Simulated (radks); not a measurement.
# Cs²⁺ in [Kr] 4d10 5s2 5p5: an all-electron calculation

What are the levels of the caesium ion Cs2+, how large are its shells, and how does its energy divide?

The numbers are computed with radks (a radial shooting solver on a logarithmic mesh, Libxc functionals) version 1 (Dirac Kohn-Sham, revPBE, spin-unpolarised, spherical densities, point nucleus; open shells are shared between the two j in proportion to 2j + 1), except any that are marked as measured or tabulated.

**1. What is computed**

- element: caesium (Z = 55)
- charge: +2
- electrons: 53
- configuration: [Kr] 4d10 5s2 5p5

Outer shells as boxes (Hund's rule):

Cs²⁺
```
[Kr] core
4d [↑↓][↑↓][↑↓][↑↓][↑↓]
5s [↑↓]
5p [↑↓][↑↓][↑ ]
```

**2. The run**

Settings of this run:

```text
Z 55
configuration [Kr] 4d10 5s2 5p5 6s0 4f0 5d0 6p0
relativity Dirac
functional pbe_r,pbe
spin unpolarised
j_filling average
nucleus point
c 137.035999084
```

Command:

```sh
$ python run_ks.py task.json out
```

This one command runs every case of the session in turn.

Q: Predict the outcome of this run.

As calculated:

```
                        quantity                   value
                    total energy      -7789.5236 hartree
exchange-correlation share of it                  2.47 %
                            −T/E                  1.0650
          highest occupied level       5p3/2, -28.167 eV
    most extended occupied level  5p3/2, <r> = 2.01 bohr
 radius at density 0.001 e/bohr³               3.81 bohr
    maxima of the radial density                       4
         ionisation energy, NIST   33.195 (semi-emp.) eV
```

**Reading.** 5 principal shells are occupied and 4 maxima appear in the radial density; where shells overlap, one shows as a shoulder or not at all. Relativity lifts −T/E to 1.065. Minus the highest eigenvalue, 28.167 eV, is 85 % of the tabulated ionisation energy (33.195 eV); the potential of a semilocal functional falls off too fast, so its top eigenvalue is too shallow. Spin polarisation and multiplet splitting are left out. Sharing an open shell by 2j + 1 raises it above the true ground level by a part of the spin-orbit splitting, which enters the differences from NIST.
